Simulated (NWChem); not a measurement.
**PbS (SMILES [S][Pb]): TPSS/def2-TZVPP (core potential)**

Aim: the energy of PbS. 

Program for the calculation: NWChem 7.3.0.

2 further runs of the same task are left out: 2 that didn't finish.

### 1 Starting point

PbS has 2 atoms, charge 0, and is taken as a singlet. SMILES: `[S][Pb]`. The S1–Pb2 distance was set to 2.630 Å, away from the relaxed value.

Bond lengths: S1–Pb2 2.630 Å.

### 2 A single-point energy at TPSS/def2-TZVPP (core potential)

geom.nw reads:

```
echo
start geom
title "PbS TPSS"
memory total 2200 mb
charge 0

geometry units atomic noautosym nocenter noautoz
 S      0.00000000     0.00000000    -0.64824598
 Pb     0.00000000     0.00000000     4.32154475
end

basis spherical bse
 * library def2-TZVPP
end

ecp bse
 Pb library def2-TZVPP
end

dft
 xc xtpss03 ctpss03
 grid fine
 convergence energy 1e-08
 maxiter 100
 mulliken
end

task dft energy
```

The run is started by

```console
$ nwchem geom.nw > geom.out
```

Output:

```text
============================== echo of input deck ==============================
echo
start geom
title "PbS TPSS"
memory total 2200 mb
charge 0

geometry units atomic noautosym nocenter noautoz
 S      0.00000000     0.00000000    -0.64824598
 Pb     0.00000000     0.00000000     4.32154475
end

basis spherical bse
 * library def2-TZVPP
end

ecp bse
 Pb library def2-TZVPP
end

dft
 xc xtpss03 ctpss03
 grid fine
 convergence energy 1e-08
 maxiter 100
 mulliken
end

task dft energy
================================================================================

             Northwest Computational Chemistry Package (NWChem) 7.3.0
             --------------------------------------------------------

           Job information
           ---------------

    nwchem branch   = 7.3.0
    use scalapack   = T
    input           = geom.nw
    prefix          = geom.
    data base       = ./geom.db
    status          = startup
    nproc           =        1

           Memory information
           ------------------

    heap     =     72089600 doubles =      550.0 Mbytes
    stack    =     72089597 doubles =      550.0 Mbytes
    global   =    144179200 doubles =     1100.0 Mbytes (distinct from heap & stack)
    total    =    288358397 doubles =     2200.0 Mbytes
    verify   = yes
    hardfail = no

           Directory information
           ---------------------

  0 permanent = .
  0 scratch   = .

                                NWChem Input Module
                                -------------------

                                     PbS TPSS
                                     --------

                             Geometry "geometry" -> ""
                             -------------------------

 Output coordinates in a.u. (scale by  1.000000000 to convert to a.u.)

  No.       Tag          Charge          X              Y              Z
 ---- ---------------- ---------- -------------- -------------- --------------
    1 S                   16.0000     0.00000000     0.00000000    -0.64824598
    2 Pb                  82.0000     0.00000000     0.00000000     4.32154475

      Atomic Mass
      -----------

      S                 31.972070
      Pb               207.976600

 Effective nuclear repulsion energy (a.u.)     263.9950193637

            Nuclear Dipole moment (a.u.)
            ----------------------------
        X                 Y               Z
 ---------------- ---------------- ----------------
     0.0000000000     0.0000000000   343.9947338200

            XYZ format geometry
            -------------------
     2
 geometry
 S                     0.00000000     0.00000000    -0.34303702
 Pb                    0.00000000     0.00000000     2.28686316

 ==============================================================================
                                internuclear distances
 ------------------------------------------------------------------------------
       center one      |      center two      | atomic units |       a.u.
 ------------------------------------------------------------------------------
    2 Pb               |   1 S                |     4.96979  |     4.96979
 ------------------------------------------------------------------------------
                         number of included internuclear distances:          1
 ==============================================================================

 Summary of "ao basis" -> "" (spherical)
 ------------------------------------------------------------------------------
       Tag                 Description            Shells   Functions and Types
 ---------------- ------------------------------  ------  ---------------------
 *                         def2-TZVPP                 on all atoms

                 ECP       "ecp basis" -> "" (cartesian)
                -----
  [basis functions not shown]

                                 NWChem DFT Module
                                 -----------------

                                     PbS TPSS

                      Basis "ao basis" -> "ao basis" (spherical)
                      -----
  [basis functions not shown]

 Summary of "ao basis" -> "ao basis" (spherical)
 ------------------------------------------------------------------------------
       Tag                 Description            Shells   Functions and Types
 ---------------- ------------------------------  ------  ---------------------
 S                         def2-TZVPP               14       42   5s5p3d1f
 Pb                        def2-TZVPP               16       50   6s5p3d2f

 Summary of "ao basis" -> "ao basis" (spherical)
 ------------------------------------------------------------------------------
       Tag                 Description            Shells   Functions and Types
 ---------------- ------------------------------  ------  ---------------------
 S                         def2-TZVPP               14       42   5s5p3d1f
 Pb                        def2-TZVPP               16       50   6s5p3d2f

  Caching 1-el integrals
  itol2e modified to match energy
  convergence criterion.
  tol_rho modified to match energy
  convergence criterion.

            General Information
            -------------------
          SCF calculation type: DFT
          Wavefunction type:  closed shell.
          No. of atoms     :     2
          No. of electrons :    38
           Alpha electrons :    19
            Beta electrons :    19
          Charge           :     0
          Spin multiplicity:     1
          Use of symmetry is: off; symmetry adaption is: off
          Maximum number of iterations: 100
          AO basis - number of functions:    92
[... 1 line left out ...]
          Convergence on energy requested:  1.00D-08
          Convergence on density requested:  1.00D-05
          Convergence on gradient requested:  5.00D-04
[... 17 lines left out ...]
          Spatial weights used:  Erf1
[... 1 line left out ...]
          Convergence Information
[... 1 line left out ...]
          Convergence aids based upon iterative change in
          total energy or number of iterations.
[... 52 lines left out ...]
   convergence    iter        energy       DeltaE   RMS-Dens  Diis-err    time
[... 13 lines left out ...]
         Total DFT energy =     -591.067452577872
      One electron energy =    -1027.730804322694
           Coulomb energy =      407.442405206201
    Exchange-Corr. energy =      -41.606985485793
 Nuclear repulsion energy =       70.827932024413
[... 5 lines left out ...]
                       DFT Final Molecular Orbital Analysis
[... 585 lines left out ...]
    32      0.309987  1 S  d -1              34      0.309532  1 S  d  1
[... 4 lines of this table left out ...]
              MO Center= -1.9D-10, -1.9D-10, -3.4D-01, r^2= 3.5D-01
   Bfn.  Coefficient  Atom+Function         Bfn.  Coefficient  Atom+Function
  ----- ------------  ---------------      ----- ------------  ---------------
    22      0.776128  1 S  d -1              24     -0.777268  1 S  d  1
    27     -0.580867  1 S  d -1              29      0.581720  1 S  d  1
    32      0.309532  1 S  d -1              34     -0.309987  1 S  d  1
[... 4 lines of this table left out ...]
              MO Center=  1.4D-11,  2.0D-11, -3.8D-01, r^2= 3.8D-01
   Bfn.  Coefficient  Atom+Function         Bfn.  Coefficient  Atom+Function
  ----- ------------  ---------------      ----- ------------  ---------------
    23      1.100624  1 S  d  0              28     -0.874685  1 S  d  0
    33      0.594244  1 S  d  0               5      0.506147  1 S  s
    60      0.452308  2 Pb pz                20      0.357224  1 S  pz
[... 4 lines of this table left out ...]
              MO Center=  1.0D-10,  6.1D-11, -3.5D-01, r^2= 4.1D-01
   Bfn.  Coefficient  Atom+Function         Bfn.  Coefficient  Atom+Function
  ----- ------------  ---------------      ----- ------------  ---------------
    10      1.793168  1 S  py                13     -1.557271  1 S  py
     9      1.185084  1 S  px                12     -1.029183  1 S  px
     7     -0.957680  1 S  py                16      0.861088  1 S  py
[... 4 lines of this table left out ...]
              MO Center=  6.0D-11,  6.6D-12, -3.5D-01, r^2= 4.1D-01
   Bfn.  Coefficient  Atom+Function         Bfn.  Coefficient  Atom+Function
  ----- ------------  ---------------      ----- ------------  ---------------
     9      1.793168  1 S  px                12     -1.557271  1 S  px
    10     -1.185084  1 S  py                13      1.029183  1 S  py
     6     -0.957680  1 S  px                15      0.861088  1 S  px
[... 4 lines of this table left out ...]
              MO Center=  7.6D-11,  5.1D-11, -3.1D-01, r^2= 4.6D-01
   Bfn.  Coefficient  Atom+Function         Bfn.  Coefficient  Atom+Function
  ----- ------------  ---------------      ----- ------------  ---------------
    11      2.190444  1 S  pz                14     -2.019943  1 S  pz
    17      1.264872  1 S  pz                 8     -1.148570  1 S  pz
     5      0.505826  1 S  s                 60      0.439996  2 Pb pz
[... 4 lines of this table left out ...]
              MO Center=  4.0D-12, -7.8D-12, -3.3D-01, r^2= 4.7D-01
   Bfn.  Coefficient  Atom+Function         Bfn.  Coefficient  Atom+Function
  ----- ------------  ---------------      ----- ------------  ---------------
     3      3.077124  1 S  s                  2      2.473927  1 S  s
     4     -1.900590  1 S  s                  5      1.726584  1 S  s
    48     -0.884837  2 Pb s                 60      0.699480  2 Pb pz
[... 4 lines of this table left out ...]
              MO Center= -1.2D-09, -1.2D-09,  2.3D+00, r^2= 1.7D-01
   Bfn.  Coefficient  Atom+Function         Bfn.  Coefficient  Atom+Function
  ----- ------------  ---------------      ----- ------------  ---------------
    44      4.660762  2 Pb s                 45     -3.336392  2 Pb s
    43     -2.761096  2 Pb s                 46      2.310575  2 Pb s
    47     -0.772791  2 Pb s                 48      0.258937  2 Pb s
[... 4 lines of this table left out ...]
              MO Center=  1.2D-09,  1.1D-09,  2.3D+00, r^2= 1.3D-01
   Bfn.  Coefficient  Atom+Function         Bfn.  Coefficient  Atom+Function
  ----- ------------  ---------------      ----- ------------  ---------------
    49      0.894162  2 Pb px                50      0.872326  2 Pb py
    52     -0.469706  2 Pb px                53     -0.458236  2 Pb py
    55      0.315388  2 Pb px                56      0.307686  2 Pb py
[... 4 lines of this table left out ...]
              MO Center= -5.5D-12,  5.8D-12,  2.3D+00, r^2= 1.3D-01
   Bfn.  Coefficient  Atom+Function         Bfn.  Coefficient  Atom+Function
  ----- ------------  ---------------      ----- ------------  ---------------
    50     -0.894162  2 Pb py                49      0.872326  2 Pb px
    53      0.469706  2 Pb py                52     -0.458236  2 Pb px
    56     -0.315388  2 Pb py                55      0.307686  2 Pb px
[... 4 lines of this table left out ...]
              MO Center=  8.3D-11,  8.3D-11,  2.3D+00, r^2= 1.3D-01
   Bfn.  Coefficient  Atom+Function         Bfn.  Coefficient  Atom+Function
  ----- ------------  ---------------      ----- ------------  ---------------
    51      1.243094  2 Pb pz                54     -0.664918  2 Pb pz
    44      0.604801  2 Pb s                 57      0.479357  2 Pb pz
    45     -0.462217  2 Pb s                 43     -0.355321  2 Pb s
[... 4 lines of this table left out ...]
              MO Center= -1.4D-13, -1.5D-13,  2.3D+00, r^2= 2.8D-02
   Bfn.  Coefficient  Atom+Function         Bfn.  Coefficient  Atom+Function
  ----- ------------  ---------------      ----- ------------  ---------------
    43      2.595303  2 Pb s                 44     -2.270087  2 Pb s
    45      1.122570  2 Pb s                 46     -0.737178  2 Pb s
    47      0.243942  2 Pb s                 48     -0.084644  2 Pb s

     ---------------------------------------------
      Total Density - Mulliken Population Analysis
     ---------------------------------------------

    Atom       Charge   Shell Charges
 -----------   ------   -------------------------------------------------------
    1 S   16    16.49   2.01  0.48  1.48  1.13  0.86  4.18  1.67  0.90  2.23  1.53  0.00  0.00  0.02  0.00
    2 Pb  22    21.51   0.07 -0.62  1.90  0.68  1.27  0.66 -0.63  6.60  0.45  0.83  0.25  8.96  1.00  0.07  0.00  0.01

     -------------------------------------------
      Total Density - Lowdin Population Analysis
     -------------------------------------------

    Atom       Charge   Shell Charges
 -----------   ------   -------------------------------------------------------
    1 S   16    16.25   1.99  0.84  1.13  0.95  0.85  3.90  1.88  1.03  2.00  1.62  0.00  0.00  0.04  0.00
    2 Pb  22    21.75   0.01  0.01  1.03  0.96  0.99  0.88  0.04  5.35  0.98  0.85  0.46  8.30  1.58  0.29  0.00  0.04

 center of mass
 --------------
 x =   0.00000000 y =   0.00000000 z =   3.65934272

 moments of inertia (a.u.)
 ------------------
         684.452139734507           0.000000000000           0.000000000000
           0.000000000000         684.452139734507           0.000000000000
           0.000000000000           0.000000000000           0.000000000000

     Multipole analysis of the density
     ---------------------------------

     L   x y z        total         alpha         beta         nuclear
     -   - - -        -----         -----         ----         -------
     0   0 0 0     -0.000000    -19.000000    -19.000000     38.000000

     1   1 0 0     -0.000000     -0.000000     -0.000000      0.000000
[... 8 lines of this table left out ...]
     2   0 0 2    -21.366192   -219.478118   -219.478118    417.590044

 Task  times  cpu:       52.6s     wall:       52.6s
 Total times  cpu:       52.6s     wall:       52.6s
```

Run time: 53 s. Hardware: 1 thread of AMD EPYC, shared host; peak memory 0.11 GiB.

### 3 What came out

Level: TPSS/def2-TZVPP (core potential).

| quantity | value |
| --- | --- |
| total energy | -591.06745 Eh |
| dipole moment | 5.37 D |
| HOMO energy | -5.48 eV |
| LUMO energy | -3.51 eV |
| HOMO–LUMO gap | 1.96 eV |
